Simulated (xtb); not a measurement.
# One shape, several levels: C3H7FSi (SMILES C[Si]1(F)CC1)

We compute a comparison of 4 runs (GFN-FF, GFN2-xTB, GFN0-xTB, GFN1-xTB) of C3H7FSi. 

The results are computed with xtb 6.7.1.

3 further runs of the same task are left out: 2 that didn't finish, 1 set aside as unsound or not needed.

## 1. Starting point

C3H7FSi: 12 atoms, total charge 0, spin state singlet. As SMILES, `C[Si]1(F)CC1`. Geometry: optimised at GFN2-xTB.

Bond lengths: C1–Si2 1.880 Å, Si2–F3 1.623 Å, Si2–C4 1.873 Å, Si2–C5 1.873 Å, C4–C5 1.558 Å, C1–H6 1.085 Å, C1–H7 1.085 Å, C1–H8 1.083 Å, C4–H9 1.081 Å, C4–H10 1.081 Å, C5–H11 1.081 Å, C5–H12 1.081 Å. Some angles: C1–Si2–F3 109.3°, C1–Si2–C4 127.6°, C1–Si2–C5 127.3°, F3–Si2–C4 115.8°, F3–Si2–C5 115.9°, C4–Si2–C5 49.2°, Si2–C4–C5 65.4°, Si2–C5–C4 65.4°, Si2–C1–H6 110.8°, Si2–C1–H7 110.7°.

## 2. Energy and forces at GFN-FF (run 1)

The input, struc.xyz:

```xyz
12
start
C     -1.20421000    -0.93392000     1.22699000
Si     0.35428000    -0.35533000     0.34894000
F      1.64318000    -1.09887000     0.99625000
C      0.67825000     1.32444000    -0.41352000
C      0.52259000     0.16479000    -1.44260000
H     -1.16742000    -0.68452000     2.28250000
H     -1.31444000    -2.01044000     1.14509000
H     -2.08688000    -0.47101000     0.80215000
H     -0.08816000     2.08511000    -0.45279000
H      1.66280000     1.76740000    -0.36299000
H     -0.33731000     0.23531000    -2.09312000
H      1.41433000    -0.07806000    -2.00289000
```

Launch:

```console
$ xtb struc.xyz --grad -c 0 --gfnff | tee out.txt
```

Output:

```text
* xtb version 6.7.1
[...]
         ::                     SUMMARY                     ::
         :::::::::::::::::::::::::::::::::::::::::::::::::::::
         :: total energy              -1.737571918087 Eh    ::
         :: gradient norm              0.047386996448 Eh/a0 ::
         ::.................................................::
         :: bond energy               -1.810191191625 Eh    ::
         :: angle energy               0.038739727635 Eh    ::
         :: torsion energy             0.001514876005 Eh    ::
         :: repulsion energy           0.073472826632 Eh    ::
         :: electrostat energy        -0.035667189423 Eh    ::
         :: dispersion energy         -0.005343367414 Eh    ::
         :: HB energy                  0.000000000000 Eh    ::
         :: XB energy                  0.000000000000 Eh    ::
         :: bonded atm energy         -0.000097599895 Eh    ::
         :: external energy            0.000000000000 Eh    ::
         :: add. restraining           0.000000000000 Eh    ::
         :: total charge              -0.000000000000 e     ::
[...]
molecular dipole:
                 x           y           z       tot (Debye)
 q only:       -0.929       0.541      -0.473       2.986
           -------------------------------------------------
          | TOTAL ENERGY               -1.737571918087 Eh   |
          | GRADIENT NORM               0.047386996448 Eh/α |
           -------------------------------------------------
########################################################################
[WARNING] Runtime exception occurred
-1- gfnff_setup: Could not read topology file.
########################################################################
[...]
```

Standard error:

```text
normal termination of xtb
```

Wall time 0.013 s (1 thread of Arm Neoverse V1, shared host).

## 3. Energy and gradient at GFN2-xTB (run 2)

The input, input.xyz:

```xyz
12
C3H7FSi
C     -1.20421    -0.93392     1.22699
Si     0.35428    -0.35533     0.34894
F      1.64318    -1.09887     0.99625
C      0.67825     1.32444    -0.41352
C      0.52259     0.16479    -1.44260
H     -1.16742    -0.68452     2.28250
H     -1.31444    -2.01044     1.14509
H     -2.08688    -0.47101     0.80215
H     -0.08816     2.08511    -0.45279
H      1.66280     1.76740    -0.36299
H     -0.33731     0.23531    -2.09312
H      1.41433    -0.07806    -2.00289
```

Launch:

```console
$ xtb -c 0 --grad --json -P 1 -- input.xyz | tee xtb.out
```

Output, cut to the lines that bear on the results:

```text
* xtb version 6.7.1
[...]
          :  # basis functions                  33          :
[...]
          :  # electrons                        30          :
[...]
          :  Hamiltonian                  GFN2-xTB          :
[...]
          :  net charge                          0          :
          :  unpaired electrons                  0          :
[...]
   *** convergence criteria satisfied after 13 iterations ***
[...]
         ::                     SUMMARY                     ::
         :::::::::::::::::::::::::::::::::::::::::::::::::::::
         :: total energy             -16.439541920981 Eh    ::
         :: gradient norm              0.000963751008 Eh/a0 ::
         :: HOMO-LUMO gap              4.824195678766 eV    ::
         ::.................................................::
         :: SCC energy               -16.628523098339 Eh    ::
         :: -> isotropic ES            0.030131314420 Eh    ::
         :: -> anisotropic ES          0.002919812915 Eh    ::
         :: -> anisotropic XC          0.006047814653 Eh    ::
         :: -> dispersion             -0.006116163298 Eh    ::
         :: repulsion energy           0.188981177358 Eh    ::
         :: add. restraining           0.000000000000 Eh    ::
         :: total charge               0.000000000000 e     ::
         :::::::::::::::::::::::::::::::::::::::::::::::::::::
[...]
        15        2.0000           -0.3530187              -9.6061 (HOMO)
        16                         -0.1757328              -4.7819 (LUMO)
[...]
molecular dipole:
                 x           y           z       tot (Debye)
 q only:       -0.602       0.031       0.055
   full:       -0.780       0.096       0.009       1.997
molecular quadrupole (traceless):
[...]
          | TOTAL ENERGY              -16.439541920981 Eh   |
          | GRADIENT NORM               0.000963751008 Eh/α |
          | HOMO-LUMO GAP               4.824195678766 eV   |
           -------------------------------------------------
[...]
```

Standard error:

```text
normal termination of xtb
```

Run time: 0.026 s. Hardware: 1 thread of Arm Neoverse V1, shared host.

Run 3 isn't shown in full; the table further down has it.

## 4. Energy and forces at GFN1-xTB (run 4)

The input, coord:

```
$coord
     -2.275627096536     -1.764853022310      2.318675057655  c
      0.669492171432     -0.671476383863      0.659401033927  si
      3.105160173463     -2.076563346568      1.882639651658  f
      1.281706744027      2.502828868499     -0.781439547055  c
      0.987551975468      0.311407968077     -2.726118907385  c
     -2.206104072411     -1.293555326829      4.313299879458  h
     -2.483931607253     -3.799180989993      2.163906488048  h
     -3.943631654959     -0.890079901960      1.515843810869  h
     -0.166598255147      3.940286839718     -0.855649091969  h
      3.142236600028      3.339901952664     -0.685951685978  h
     -0.637423519098      0.444671454386     -3.955423545977  h
      2.672696349842     -0.147512021288     -3.784913557752  h
$end
```

Launch:

```console
$ xtb coord --chrg 0 --json --grad --gfn 1 > coord.out
```

Output:

```text
* xtb version 6.7.1
[...]
          :  # basis functions                  40          :
[...]
          :  # electrons                        30          :
[...]
          :  Hamiltonian                  GFN1-xTB          :
[...]
          :  net charge                          0          :
          :  unpaired electrons                  0          :
[...]
   *** convergence criteria satisfied after 10 iterations ***
[...]
         ::                     SUMMARY                     ::
         :::::::::::::::::::::::::::::::::::::::::::::::::::::
         :: total energy             -17.126090877211 Eh    ::
         :: gradient norm              0.051595358746 Eh/a0 ::
         :: HOMO-LUMO gap              4.624208902446 eV    ::
         ::.................................................::
         :: SCC energy               -17.305955977306 Eh    ::
         :: -> electrostatic           0.014550271481 Eh    ::
         :: repulsion energy           0.183540580831 Eh    ::
         :: dispersion energy         -0.003675480735 Eh    ::
         :: halogen bond corr.         0.000000000000 Eh    ::
         :: add. restraining           0.000000000000 Eh    ::
         :: total charge              -0.000000000000 e     ::
         :::::::::::::::::::::::::::::::::::::::::::::::::::::
[...]
        15        2.0000           -0.3770048             -10.2588 (HOMO)
        16                         -0.2070683              -5.6346 (LUMO)
[...]
     #   Z sym  total        # sym  WBO       # sym  WBO       # sym  WBO
 ---------------------------------------------------------------------------
     1   6      3.977 --     2      1.024     8      0.951     6      0.943
                             7      0.943
     2  14      4.600 --     3      1.234     4      1.046     5      1.046
                             1      1.024
     3   9      1.306 --     2      1.234
     4   6      3.948 --     2      1.046     9      0.962    10      0.956
                             5      0.912
     5   6      3.947 --     2      1.046    11      0.962    12      0.956
                             4      0.912
     6   1      0.999 --     1      0.943
     7   1      0.999 --     1      0.943
     8   1      1.000 --     1      0.951
     9   1      1.005 --     4      0.962
[...]
          | TOTAL ENERGY              -17.126090877211 Eh   |
          | GRADIENT NORM               0.051595358746 Eh/α |
          | HOMO-LUMO GAP               4.624208902446 eV   |
           -------------------------------------------------
[...]
```

Standard error:

```text
normal termination of xtb
```

It took 0.026 s on 1 thread of Arm Neoverse V1, shared host.

## 5. The series

```csv
run,level,energy (Eh),dipole moment (D),dispersion energy (kJ/mol),largest force (eV/Å),wall time
1,GFN-FF,-1.737572,2.99,-14.03,1.446,0.013 s
2,GFN2-xTB,-16.439542,2.00,-16.06,0.028,0.026 s
3,GFN0-xTB,-15.849647,2.58,-7.53,0.614,0.021 s
4,GFN1-xTB,-17.126091,2.21,-9.65,1.408,0.026 s
```

## 6. Summary of results

| quantity | value |
| --- | --- |
| run 4: total energy | -17.12609 Eh |
| run 4: dipole moment | 2.21 D |
| run 4: HOMO energy | -10.26 eV |
| run 4: LUMO energy | -5.63 eV |
| run 4: HOMO–LUMO gap | 4.62 eV |
| run 4: dispersion energy | -9.65 kJ/mol |
| run 4: largest force on an atom | 1.408 eV/Å |

**Reading.** The dipole moment (its size) runs from 2.00 D (GFN2-xTB) to 2.99 D (GFN-FF). Over runs 2, 3, 4 the HOMO–LUMO gap runs from 4.30 eV (GFN0-xTB) to 4.82 eV (GFN2-xTB). Force-field and semi-empirical energies have zeros of their own, so their totals don't compare. All runs together took 0.086 s, the longest 0.026 s.
